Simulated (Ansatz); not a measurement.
# Cl4HSn with multiplicity 2: reaction (atom abstraction by a radical)

How high is the barrier for the reaction (atom abstraction by a radical)? Relax the two ends, then run a nudged elastic band between them. Meant to form: Cl2–H6; to break: Sn1–Cl2. The start is a guess near the saddle point, from which both ends are pulled out.

Method: UKS B3LYP-D4/def2-SVP, in Ansatz 0.2.0.

## 1. The starting structure

Bond lengths: Sn1–Cl2 2.660 Å, Sn1–Cl3 2.410 Å, Sn1–Cl4 2.408 Å, Sn1–Cl5 2.408 Å. Angles: Cl2–Sn1–Cl3 109.4°, Cl2–Sn1–Cl4 109.5°, Cl2–Sn1–Cl5 109.5°, Cl3–Sn1–Cl4 109.5°, Cl3–Sn1–Cl5 109.5°, Cl4–Sn1–Cl5 109.5°.

Coordinates:

```xyz
6

Sn    0.0000    0.0000    0.0000
Cl    0.0000    0.0000    2.6600
Cl    2.2726    0.0000   -0.8025
Cl   -1.1351    1.9666   -0.8025
Cl   -1.1351   -1.9666   -0.8025
H     0.0000    0.0000    4.3300
```

## 2. Pulling towards end A

Springs on the bonds that form and break draw the guess towards this end; the thresholds are loose.

Input file input.yaml:

```yaml
crystal:
  periodic: [false, false, false]
  atoms:
    - { symbol: Sn, position_ang: [0.0, 0.0, 0.0] }
    - { symbol: Cl, position_ang: [0.0, 0.0, 2.66] }
    - { symbol: Cl, position_ang: [2.2726, 0.0, -0.8025] }
    - { symbol: Cl, position_ang: [-1.1351, 1.9666, -0.8025] }
    - { symbol: Cl, position_ang: [-1.1351, -1.9666, -0.8025] }
    - { symbol: H, position_ang: [0.0, 0.0, 4.33] }
magnetization:
  spin_polarized: true
  initial_magnetization: 1
basis:
  gaussian: { orbitals: def2-SVP }
hamiltonian:
  xc: b3lyp
  dispersion: d4
relax:
  f_tol: 0.15
  max_steps: 25
  restrain:
    - { distance: [1, 5], at: 2.57, k: 30.0 }
    - { distance: [0, 1], at: 2.41, k: 30.0 }
```

Launch:

```bash
ansatz run input.yaml --threads 4 --pin off --max-ram 5120MiB --backend cpu --events-out ev --progress --plain --runs-dir out
```

The program printed:

```text
Warning: RAYON_NUM_THREADS=4 ignored (pool sized by the plan → 4); use --threads N
The last accepted step is kept in <dir> (removed where the run ends without a failure and the disk answers)
Engine: ansatz 0.2.0, aarch64-unknown-linux-gnu
Functional definition: B3LYP
  parameter a0 = 0.2
  parameter ax = 0.72
  parameter ac = 0.81
  exchange = (1 - a0 - ax)*slater_x + ax*b88_x + a0*exact_x
  correlation = (1 - ac)*vwn_rpa_c + ac*lyp_c
1100 factors; integrals over basis functions are off by at most 2.6e-4 eV
mean field evaluation 1: about -55926.0637 eV, gradient 1.7e1 eV
mean field evaluation 2: about -55923.5380 eV, gradient 2.7e1 eV
mean field evaluation 4: about -55928.0368 eV, gradient 1.1e0 eV
mean field evaluation 8: about -55928.0814 eV, gradient 1.1e-1 eV
mean field evaluation 16: about -55928.0815 eV, gradient 1.2e-4 eV
mean field -55928.08153770 eV, -2055.3190870954 hartree, gradient 2.7e-5 eV, S^2 0.767742; 0 other end points of the search recorded, 0 dependent functions left out
the calculation of the forces begins
reference -55928.08181626 eV, -2055.3190973321 hartree; 46, 45 occupied and 57, 58 virtual orbitals, 1100 factors
relax step   1: F+E_penalty+E_count = -55928.47144531 eV  Δ(F+E_penalty+E_count) = +0.000e0 eV  max|allowed force component| = 2.496e0 eV/Å  E_restraint = 13.08750000 eV  max|allowed force component, restraints' pulls added| = 3.200e1 eV/Å  Δτ_max = 0.0000 Å  (34 SCF iters, accepted)
  distance Cl 1 - H 5 = 1.6700 Å
  distance Sn 0 - Cl 1 = 2.6600 Å
these checks for a lower state are left out or cut short: starts, cluster_reference, orbital_swaps, neighbouring_geometries, increment
1100 factors; integrals over basis functions are off by at most 3.1e-4 eV
mean field -55927.74458530 eV, -2055.3067043228 hartree, gradient 1.5e-5 eV, S^2 0.761702; 0 other end points of the search recorded, 0 dependent functions left out
the calculation of the forces begins
reference -55927.74488103 eV, -2055.3067151908 hartree; 46, 45 occupied and 57, 58 virtual orbitals, 1100 factors
relax step   2: F+E_penalty+E_count = -55928.14964981 eV  Δ(F+E_penalty+E_count) = +3.218e-1 eV  max|allowed force component| = 7.516e-1 eV/Å  E_restraint = 4.14922490 eV  max|allowed force component, restraints' pulls added| = 1.762e1 eV/Å  Δτ_max = 0.1950 Å  (38 SCF iters, accepted)
  distance Cl 1 - H 5 = 2.0461 Å
  distance Sn 0 - Cl 1 = 2.4566 Å
these checks for a lower state are left out or cut short: starts, cluster_reference, orbital_swaps, neighbouring_geometries, increment
1100 factors; integrals over basis functions are off by at most 2.9e-4 eV
mean field evaluation 32: about -55927.8269 eV, gradient 1.1e-2 eV
mean field -55927.86160656 eV, -2055.3110047748 hartree, gradient 1.5e-5 eV, S^2 0.751309; 0 other end points of the search recorded, 0 dependent functions left out
the calculation of the forces begins
reference -55927.86190889 eV, -2055.3110158853 hartree; 46, 45 occupied and 57, 58 virtual orbitals, 1100 factors
relax step   3: F+E_penalty+E_count = -55928.27843843 eV  Δ(F+E_penalty+E_count) = -1.288e-1 eV  max|allowed force component| = 4.622e-1 eV/Å  E_restraint = 0.47297855 eV  max|allowed force component, restraints' pulls added| = 4.898e0 eV/Å  Δτ_max = 0.1938 Å  (36 SCF iters, accepted)
  distance Cl 1 - H 5 = 2.4101 Å
  distance Sn 0 - Cl 1 = 2.3327 Å
these checks for a lower state are left out or cut short: starts, cluster_reference, orbital_swaps, neighbouring_geometries, increment
1100 factors; integrals over basis functions are off by at most 3.0e-4 eV
mean field -55927.88328742 eV, -2055.3118015319 hartree, gradient 1.4e-5 eV, S^2 0.750760; 0 other end points of the search recorded, 0 dependent functions left out
the calculation of the forces begins
reference -55927.88359307 eV, -2055.3118127643 hartree; 46, 45 occupied and 57, 58 virtual orbitals, 1100 factors
relax step   4: F+E_penalty+E_count = -55928.29997234 eV  Δ(F+E_penalty+E_count) = -2.153e-2 eV  max|allowed force component| = 6.192e-1 eV/Å  E_restraint = 0.00845665 eV  max|allowed force component, restraints' pulls added| = 1.630e-1 eV/Å  Δτ_max = 0.2000 Å  (33 SCF iters, accepted)
  distance Cl 1 - H 5 = 2.5704 Å
  distance Sn 0 - Cl 1 = 2.3863 Å
these checks for a lower state are left out or cut short: starts, cluster_reference, orbital_swaps, neighbouring_geometries, increment
1100 factors; integrals over basis functions are off by at most 3.0e-4 eV
mean field -55927.88186237 eV, -2055.3117491621 hartree, gradient 6.6e-6 eV, S^2 0.750758; 0 other end points of the search recorded, 0 dependent functions left out
the calculation of the forces begins
reference -55927.88216819 eV, -2055.3117604009 hartree; 46, 45 occupied and 57, 58 virtual orbitals, 1100 factors
relax step   5: F+E_penalty+E_count = -55928.29904183 eV  Δ(F+E_penalty+E_count) = +9.305e-4 eV  max|allowed force component| = 6.587e-1 eV/Å  E_restraint = 0.00638960 eV  max|allowed force component, restraints' pulls added| = 4.145e-3 eV/Å  Δτ_max = 0.0235 Å  (34 SCF iters, accepted)
  distance Cl 1 - H 5 = 2.5714 Å
  distance Sn 0 - Cl 1 = 2.3894 Å
1100 factors; integrals over basis functions are off by at most 3.0e-4 eV
mean field evaluation 64: about -55927.8818 eV, gradient 7.5e-2 eV
mean field -55927.88186237 eV, -2055.3117491621 hartree, gradient 6.6e-6 eV, S^2 0.750758; 1 other end points of the search recorded, 0 dependent functions left out
the calculation of the forces begins
reference -55927.88216819 eV, -2055.3117604009 hartree; 46, 45 occupied and 57, 58 virtual orbitals, 1100 factors
Total energy: -55928.29934765 eV, -2055.3270914633 hartree
Atom 0 at     0.020598     0.000000    -0.074145 Å, force     0.019439    -0.000000     0.617207 eV/Å
Atom 1 at     0.095612    -0.000000     2.314084 Å, force    -0.020410     0.000000    -0.658653 eV/Å
Atom 2 at     2.199491     0.000000    -0.914290 Å, force    -0.003814    -0.000000    -0.001771 eV/Å
Atom 3 at    -1.106901     1.907695    -0.810598 Å, force     0.003161    -0.001654    -0.000322 eV/Å
Atom 4 at    -1.106901    -1.907695    -0.810598 Å, force     0.003161     0.001654    -0.000322 eV/Å
Atom 5 at    -0.099499     0.000000     4.878046 Å, force    -0.001537     0.000000     0.043863 eV/Å
Dipole moment:    -0.001380     0.000000    -0.031199 e Å
```

Wall time 18 s (4 threads of Arm Neoverse V2, shared host); peak memory 0.4 GiB.

The steps of the relaxation:

```csv
step,energy from step 1 (eV),largest force component (eV/Å)
1,0.0000,2.4962
2,0.3218,0.7516
3,0.1930,0.4622
4,0.1715,0.6192
5,0.1724,0.6587
```

Step 1 is the start. Energies and forces in the table leave out the springs, which the log lists apart; the run stops on the force with the springs' pull added.

After: Bond lengths: Sn1–Cl2 2.389 Å, Sn1–Cl3 2.335 Å, Sn1–Cl4 2.335 Å, Sn1–Cl5 2.335 Å. Angles: Cl2–Sn1–Cl3 109.3°, Cl2–Sn1–Cl4 109.3°, Cl2–Sn1–Cl5 109.3°, Cl3–Sn1–Cl4 109.7°, Cl3–Sn1–Cl5 109.7°, Cl4–Sn1–Cl5 109.6°.

## 3. Relaxing end A

It starts where the restrained run ended.

Input file input.yaml:

```yaml
crystal:
  periodic: [false, false, false]
  atoms:
    - { symbol: Sn, position_ang: [0.020598, 0.0, -0.074145] }
    - { symbol: Cl, position_ang: [0.095612, 0.0, 2.314084] }
    - { symbol: Cl, position_ang: [2.199491, 0.0, -0.91429] }
    - { symbol: Cl, position_ang: [-1.106901, 1.907695, -0.810598] }
    - { symbol: Cl, position_ang: [-1.106901, -1.907695, -0.810598] }
    - { symbol: H, position_ang: [-0.099499, 0.0, 4.878046] }
magnetization:
  spin_polarized: true
  initial_magnetization: 1
basis:
  gaussian: { orbitals: def2-SVP }
hamiltonian:
  xc: b3lyp
  dispersion: d4
relax:
  f_tol: 0.03
  max_steps: 50
```

Launch:

```bash
ansatz run input.yaml --threads 4 --pin off --max-ram 5120MiB --backend cpu --events-out ev --progress --plain --runs-dir out
```

The program printed (excerpt; [...] marks lines left out):

```text
Warning: RAYON_NUM_THREADS=4 ignored (pool sized by the plan → 4); use --threads N
[...]
[... 1 set-up line as earlier in the session ...]
[...]
1094 factors; integrals over basis functions are off by at most 3.0e-4 eV
[...]
mean field -55927.88186393 eV, -2055.3117492196 hartree, gradient 2.4e-5 eV, S^2 0.750758; 0 other end points of the search recorded, 0 dependent functions left out
[...]
Atom 1 at     0.089854    -0.000000     2.227773 Å, force    -0.000151     0.000000     0.000942 eV/Å
Atom 2 at     2.197845     0.000000    -0.952175 Å, force    -0.000749    -0.000000     0.000332 eV/Å
Atom 3 at    -1.102905     1.906408    -0.853200 Å, force     0.000305    -0.000381    -0.000122 eV/Å
Atom 4 at    -1.102905    -1.906408    -0.853200 Å, force     0.000305     0.000381    -0.000122 eV/Å
Atom 5 at    -0.100199     0.000000     5.121399 Å, force     0.000199    -0.000000     0.001632 eV/Å
Dipole moment:     0.000043     0.000000     0.003251 e Å
```

Run time: 19 s. Hardware: 4 threads of Arm Neoverse V2, shared host; peak memory 0.4 GiB.

Step by step:

```csv
step,energy from step 1 (eV),largest force component (eV/Å)
1,0.0000,0.6587
2,-0.0144,0.2007
3,-0.0178,0.0490
4,-0.0217,0.0630
5,-0.0239,0.0069
6,-0.0241,0.0027
```

Step 1 is the start.

After: Bond lengths: Sn1–Cl2 2.337 Å, Sn1–Cl3 2.335 Å, Sn1–Cl4 2.335 Å, Sn1–Cl5 2.335 Å. Angles: Cl2–Sn1–Cl3 109.5°, Cl2–Sn1–Cl4 109.5°, Cl2–Sn1–Cl5 109.5°, Cl3–Sn1–Cl4 109.5°, Cl3–Sn1–Cl5 109.5°, Cl4–Sn1–Cl5 109.5°.

## 4. Pulling towards end B

Springs on the bonds that form and break draw the guess towards this end; the thresholds are loose.

Input file input.yaml:

```yaml
crystal:
  periodic: [false, false, false]
  atoms:
    - { symbol: Sn, position_ang: [0.0, 0.0, 0.0] }
    - { symbol: Cl, position_ang: [0.0, 0.0, 2.66] }
    - { symbol: Cl, position_ang: [2.2726, 0.0, -0.8025] }
    - { symbol: Cl, position_ang: [-1.1351, 1.9666, -0.8025] }
    - { symbol: Cl, position_ang: [-1.1351, -1.9666, -0.8025] }
    - { symbol: H, position_ang: [0.0, 0.0, 4.33] }
magnetization:
  spin_polarized: true
  initial_magnetization: 1
basis:
  gaussian: { orbitals: def2-SVP }
hamiltonian:
  xc: b3lyp
  dispersion: d4
relax:
  f_tol: 0.15
  max_steps: 25
  restrain:
    - { distance: [1, 5], at: 1.37, k: 30.0 }
    - { distance: [0, 1], at: 3.61, k: 30.0 }
output:
  orbitals: {}
```

Launch:

```bash
ansatz run input.yaml --threads 4 --pin off --max-ram 5120MiB --backend cpu --events-out ev --progress --plain --runs-dir out
```

The program printed:

```text
Warning: RAYON_NUM_THREADS=4 ignored (pool sized by the plan → 4); use --threads N
[... 8 set-up lines as earlier in the session ...]
1100 factors; integrals over basis functions are off by at most 2.6e-4 eV
mean field evaluation 1: about -55926.0637 eV, gradient 1.7e1 eV
mean field evaluation 2: about -55923.5380 eV, gradient 2.7e1 eV
mean field evaluation 4: about -55928.0368 eV, gradient 1.1e0 eV
mean field evaluation 8: about -55928.0814 eV, gradient 1.1e-1 eV
mean field evaluation 16: about -55928.0815 eV, gradient 1.2e-4 eV
mean field -55928.08153770 eV, -2055.3190870954 hartree, gradient 2.7e-5 eV, S^2 0.767742; 0 other end points of the search recorded, 0 dependent functions left out
the calculation of the forces begins
reference -55928.08181626 eV, -2055.3190973321 hartree; 46, 45 occupied and 57, 58 virtual orbitals, 1100 factors
relax step   1: F+E_penalty+E_count = -55928.47144531 eV  Δ(F+E_penalty+E_count) = +0.000e0 eV  max|allowed force component| = 2.496e0 eV/Å  E_restraint = 14.88750000 eV  max|allowed force component, restraints' pulls added| = 4.000e1 eV/Å  Δτ_max = 0.0000 Å  (34 SCF iters, accepted)
  distance Cl 1 - H 5 = 1.6700 Å
  distance Sn 0 - Cl 1 = 2.6600 Å
these checks for a lower state are left out or cut short: starts, cluster_reference, orbital_swaps, neighbouring_geometries, increment
1100 factors; integrals over basis functions are off by at most 8.5e-4 eV
mean field -55928.74815722 eV, -2055.3435849109 hartree, gradient 1.3e-5 eV, S^2 0.753950; 0 other end points of the search recorded, 0 dependent functions left out
the calculation of the forces begins
reference -55928.74843669 eV, -2055.3435951812 hartree; 46, 45 occupied and 57, 58 virtual orbitals, 1100 factors
relax step   2: F+E_penalty+E_count = -55929.12762298 eV  Δ(F+E_penalty+E_count) = -6.562e-1 eV  max|allowed force component| = 2.977e0 eV/Å  E_restraint = 5.31740088 eV  max|allowed force component, restraints' pulls added| = 2.309e1 eV/Å  Δτ_max = 0.1950 Å  (36 SCF iters, accepted)
  distance Cl 1 - H 5 = 1.4505 Å
  distance Sn 0 - Cl 1 = 3.0201 Å
these checks for a lower state are left out or cut short: starts, cluster_reference, orbital_swaps, neighbouring_geometries, increment
1102 factors; integrals over basis functions are off by at most 2.9e-4 eV
mean field evaluation 32: about -55928.9248 eV, gradient 2.9e-1 eV
mean field -55928.92739845 eV, -2055.3501719043 hartree, gradient 1.8e-5 eV, S^2 0.753399; 0 other end points of the search recorded, 0 dependent functions left out
the calculation of the forces begins
reference -55928.92767811 eV, -2055.3501821817 hartree; 46, 45 occupied and 57, 58 virtual orbitals, 1102 factors
relax step   3: F+E_penalty+E_count = -55929.29105571 eV  Δ(F+E_penalty+E_count) = -1.634e-1 eV  max|allowed force component| = 1.324e0 eV/Å  E_restraint = 1.00486425 eV  max|allowed force component, restraints' pulls added| = 5.817e0 eV/Å  Δτ_max = 0.1947 Å  (30 SCF iters, accepted)
  distance Cl 1 - H 5 = 1.2683 Å
  distance Sn 0 - Cl 1 = 3.3720 Å
these checks for a lower state are left out or cut short: starts, cluster_reference, orbital_swaps, neighbouring_geometries, increment
1100 factors; integrals over basis functions are off by at most 1.4e-3 eV
mean field -55929.01946364 eV, -2055.3535552379 hartree, gradient 9.8e-6 eV, S^2 0.754017; 0 other end points of the search recorded, 0 dependent functions left out
the calculation of the forces begins
reference -55929.01974788 eV, -2055.3535656835 hartree; 46, 45 occupied and 57, 58 virtual orbitals, 1100 factors
relax step   4: F+E_penalty+E_count = -55929.36645152 eV  Δ(F+E_penalty+E_count) = -7.540e-2 eV  max|allowed force component| = 8.949e-1 eV/Å  E_restraint = 0.05192958 eV  max|allowed force component, restraints' pulls added| = 5.778e-1 eV/Å  Δτ_max = 0.1946 Å  (31 SCF iters, accepted)
  distance Cl 1 - H 5 = 1.3240 Å
  distance Sn 0 - Cl 1 = 3.5733 Å
these checks for a lower state are left out or cut short: starts, cluster_reference, orbital_swaps, neighbouring_geometries, increment
1100 factors; integrals over basis functions are off by at most 1.3e-3 eV
mean field -55929.13641572 eV, -2055.3578531473 hartree, gradient 1.6e-5 eV, S^2 0.754100; 0 other end points of the search recorded, 0 dependent functions left out
the calculation of the forces begins
reference -55929.13670325 eV, -2055.3578637139 hartree; 46, 45 occupied and 57, 58 virtual orbitals, 1100 factors
relax step   5: F+E_penalty+E_count = -55929.48214882 eV  Δ(F+E_penalty+E_count) = -1.157e-1 eV  max|allowed force component| = 1.137e0 eV/Å  E_restraint = 0.02102934 eV  max|allowed force component, restraints' pulls added| = 3.183e-1 eV/Å  Δτ_max = 0.1633 Å  (30 SCF iters, accepted)
  distance Cl 1 - H 5 = 1.3332 Å
  distance Sn 0 - Cl 1 = 3.6029 Å
these checks for a lower state are left out or cut short: starts, cluster_reference, orbital_swaps, neighbouring_geometries, increment
1100 factors; integrals over basis functions are off by at most 1.3e-3 eV
mean field -55929.15068766 eV, -2055.3583776314 hartree, gradient 2.6e-5 eV, S^2 0.753779; 0 other end points of the search recorded, 0 dependent functions left out
the calculation of the forces begins
reference -55929.15097474 eV, -2055.3583881816 hartree; 46, 45 occupied and 57, 58 virtual orbitals, 1100 factors
relax step   6: F+E_penalty+E_count = -55929.50168681 eV  Δ(F+E_penalty+E_count) = -1.954e-2 eV  max|allowed force component| = 1.134e0 eV/Å  E_restraint = 0.02052517 eV  max|allowed force component, restraints' pulls added| = 2.551e-1 eV/Å  Δτ_max = 0.0727 Å  (30 SCF iters, accepted)
  distance Cl 1 - H 5 = 1.3331 Å
  distance Sn 0 - Cl 1 = 3.6069 Å
these checks for a lower state are left out or cut short: starts, cluster_reference, orbital_swaps, neighbouring_geometries, increment
1100 factors; integrals over basis functions are off by at most 1.3e-3 eV
mean field evaluation 64: about -55929.1528 eV, gradient 4.2e-2 eV
mean field -55929.15284226 eV, -2055.3584568118 hartree, gradient 1.3e-5 eV, S^2 0.753634; 0 other end points of the search recorded, 0 dependent functions left out
the calculation of the forces begins
reference -55929.15312923 eV, -2055.3584673577 hartree; 46, 45 occupied and 57, 58 virtual orbitals, 1100 factors
relax step   7: F+E_penalty+E_count = -55929.50443154 eV  Δ(F+E_penalty+E_count) = -2.745e-3 eV  max|allowed force component| = 1.140e0 eV/Å  E_restraint = 0.02006466 eV  max|allowed force component, restraints' pulls added| = 4.411e-2 eV/Å  Δτ_max = 0.0268 Å  (31 SCF iters, accepted)
  distance Cl 1 - H 5 = 1.3334 Å
  distance Sn 0 - Cl 1 = 3.6093 Å
1100 factors; integrals over basis functions are off by at most 1.3e-3 eV
mean field -55929.15284226 eV, -2055.3584568118 hartree, gradient 1.3e-5 eV, S^2 0.753634; 1 other end points of the search recorded, 0 dependent functions left out
the calculation of the forces begins
reference -55929.15312923 eV, -2055.3584673577 hartree; 46, 45 occupied and 57, 58 virtual orbitals, 1100 factors
Total energy: -55929.50471851 eV, -2055.3713880252 hartree
Atom 0 at     0.002714    -0.000000    -0.228091 Å, force     0.002007     0.000000     0.033981 eV/Å
Atom 1 at    -0.033254     0.000000     3.381051 Å, force     0.039361     0.000000     1.095483 eV/Å
Atom 2 at     2.230125    -0.000000    -1.094659 Å, force    -0.003272    -0.000000     0.004179 eV/Å
Atom 3 at    -1.111097     1.929081    -1.094505 Å, force     0.001665    -0.001904     0.003223 eV/Å
Atom 4 at    -1.111097    -1.929081    -1.094505 Å, force     0.001665     0.001904     0.003223 eV/Å
Atom 5 at     0.025010    -0.000000     4.713210 Å, force    -0.041426    -0.000000    -1.140089 eV/Å
Dipole moment:     0.012497    -0.000000     0.838646 e Å
```

It took 22 s on 4 threads of Arm Neoverse V2, shared host; peak memory 0.4 GiB.

The steps of the relaxation:

```csv
step,energy from step 1 (eV),largest force component (eV/Å)
1,0.0000,2.4962
2,-0.6562,2.9774
3,-0.8196,1.3237
4,-0.8950,0.8949
5,-1.0107,1.1375
6,-1.0302,1.1344
7,-1.0330,1.1401
```

Step 1 is the start. Energies and forces in the table leave out the springs, which the log lists apart; the run stops on the force with the springs' pull added.

After: Bond lengths: Sn1–Cl3 2.390 Å, Sn1–Cl4 2.390 Å, Sn1–Cl5 2.390 Å, Cl2–H6 1.333 Å. Angles: Cl3–Sn1–Cl4 107.6°, Cl3–Sn1–Cl5 107.6°, Cl4–Sn1–Cl5 107.6°.

Pairs that crossed the distance rule for bonds on the way: came closer Cl2–H6; moved apart Sn1–Cl2.

## 5. Relaxing end B

It starts where the restrained run ended.

Input file input.yaml:

```yaml
crystal:
  periodic: [false, false, false]
  atoms:
    - { symbol: Sn, position_ang: [0.002714, 0.0, -0.228091] }
    - { symbol: Cl, position_ang: [-0.033254, 0.0, 3.381051] }
    - { symbol: Cl, position_ang: [2.230125, 0.0, -1.094659] }
    - { symbol: Cl, position_ang: [-1.111097, 1.929081, -1.094505] }
    - { symbol: Cl, position_ang: [-1.111097, -1.929081, -1.094505] }
    - { symbol: H, position_ang: [0.02501, 0.0, 4.71321] }
magnetization:
  spin_polarized: true
  initial_magnetization: 1
basis:
  gaussian: { orbitals: def2-SVP }
hamiltonian:
  xc: b3lyp
  dispersion: d4
relax:
  f_tol: 0.03
  max_steps: 50
output:
  orbitals: {}
```

Launch:

```bash
ansatz run input.yaml --threads 4 --pin off --max-ram 5120MiB --backend cpu --events-out ev --progress --plain --runs-dir out
```

The program printed (excerpt; [...] marks lines left out):

```text
Warning: RAYON_NUM_THREADS=4 ignored (pool sized by the plan → 4); use --threads N
[...]
[... 1 set-up line as earlier in the session ...]
[...]
1104 factors; integrals over basis functions are off by at most 2.6e-4 eV
[...]
mean field -55929.15283809 eV, -2055.3584566585 hartree, gradient 3.3e-5 eV, S^2 0.753634; 0 other end points of the search recorded, 0 dependent functions left out
[...]
relax step  13: F+E_penalty+E_count = -55929.62972142 eV  Δ(F+E_penalty+E_count) = -1.227e-3 eV  max|allowed force component| = 2.385e-2 eV/Å  Δτ_max = 0.0366 Å  (29 SCF iters, accepted)
[...]
relax step  16: F+E_penalty+E_count = -55929.63201555 eV  Δ(F+E_penalty+E_count) = -3.782e-4 eV  max|allowed force component| = 5.895e-2 eV/Å  Δτ_max = 0.0183 Å  (29 SCF iters, accepted)
[...]
relax step  17: F+E_penalty+E_count = -55929.63241349 eV  Δ(F+E_penalty+E_count) = -3.979e-4 eV  max|allowed force component| = 1.517e-2 eV/Å  Δτ_max = 0.0369 Å  (29 SCF iters, accepted)
```

(Part 1 of 2 ends here.)
